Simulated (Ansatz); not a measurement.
Geometry optimisation, DFT PBE-D3(BJ), scalar-relativistic, plane waves, PAW in Ansatz 0.2.0.

The input (input.yaml):

```yaml
crystal:
  lattice:
    - [0.0, 5.43, 5.43]
    - [5.43, 0.0, 5.43]
    - [5.43, 5.43, 0.0]
  atoms:
    - { symbol: Si, position: [0.0, 0.0, 0.0] }
    - { symbol: Si, position: [0.125, 0.125, 0.125] }
    - { symbol: Si, position: [0.0, 0.0, 0.5] }
    - { symbol: Si, position: [0.125, 0.125, 0.625] }
    - { symbol: Si, position: [0.0, 0.5, 0.0] }
    - { symbol: Si, position: [0.125, 0.625, 0.125] }
    - { symbol: Si, position: [0.0, 0.5, 0.5] }
    - { symbol: Si, position: [0.125, 0.625, 0.625] }
    - { symbol: Si, position: [0.5, 0.0, 0.0] }
    - { symbol: Si, position: [0.625, 0.125, 0.125] }
    - { symbol: Si, position: [0.5, 0.0, 0.5] }
    - { symbol: Si, position: [0.625, 0.125, 0.625] }
    - { symbol: Si, position: [0.5, 0.5, 0.0] }
    - { symbol: Si, position: [0.625, 0.625, 0.125] }
    - { symbol: Si, position: [0.5, 0.5, 0.5] }
    - { symbol: Si, position: [0.625, 0.625, 0.625] }
    - { symbol: Ge, position: [0.56838252, 0.3006268, 0.31095788] }
basis:
  ecutwfc: 420.0
kpoints:
  mp_grid: { grid: [2, 2, 2] }
hamiltonian:
  xc: pbe
  dispersion: d3bj
  pseudopotentials: { kind: paw, azcp: { folder: soft_1 } }
scf:
  occupations: { method: fermi_dirac, width: 0.02 }
  lower_state_search: "off"
relax:
  f_tol: 0.03
  max_steps: 60
  adjacent_minimum: "off"
```

Run as:

```bash
$ ansatz run input.yaml --threads 1 --pin off --max-ram 3072MiB --backend cpu --events-out ev --progress --plain --runs-dir out
```

Question: Where does it end, and by what steps?

Answer: The run converged. Limits of this set-up: coarse k mesh. After 5 steps the energy has fallen by 1.637 eV; Si7 moved furthest, 0.46 Å.

| step | energy less start (eV) | largest force component (eV/Å) | accepted |
| --- | --- | --- | --- |
| 0 | 0.0000 | 3.627 | yes |
| 1 | -1.2330 | 1.410 | yes |
| 2 | -1.5969 | 0.175 | yes |
| 3 | -1.6259 | 0.139 | yes |
| 4 | -1.6361 | 0.048 | yes |
| 5 | -1.6372 | 0.024 | yes |

```xyz
17
Lattice="0.0000 5.4300 5.4300 5.4300 0.0000 5.4300 5.4300 5.4300 0.0000" Properties=species:S:1:pos:R:3
Si -0.029 -0.084 -0.087
Si 1.619 1.093 1.090
Si 2.796 2.742 -0.087
Si 3.982 4.160 1.331
Si 2.795 -0.083 2.738
Si 3.983 1.334 4.155
Si 5.161 2.981 2.977
Si 6.808 4.159 4.155
Si 0.243 2.469 2.466
Si 1.222 3.950 3.950
Si 2.590 5.555 2.582
Si 4.192 6.920 3.952
Si 2.592 2.585 5.552
Si 4.190 3.954 6.915
Si 5.555 5.550 5.549
Si 6.535 7.036 7.033
Ge 3.385 4.754 4.746
```

Whether the end is a true minimum wasn't checked by a vibrational analysis.

The run took 37 s on 1 thread of Arm Neoverse V1 (shared host), peak memory 0.54 GiB.
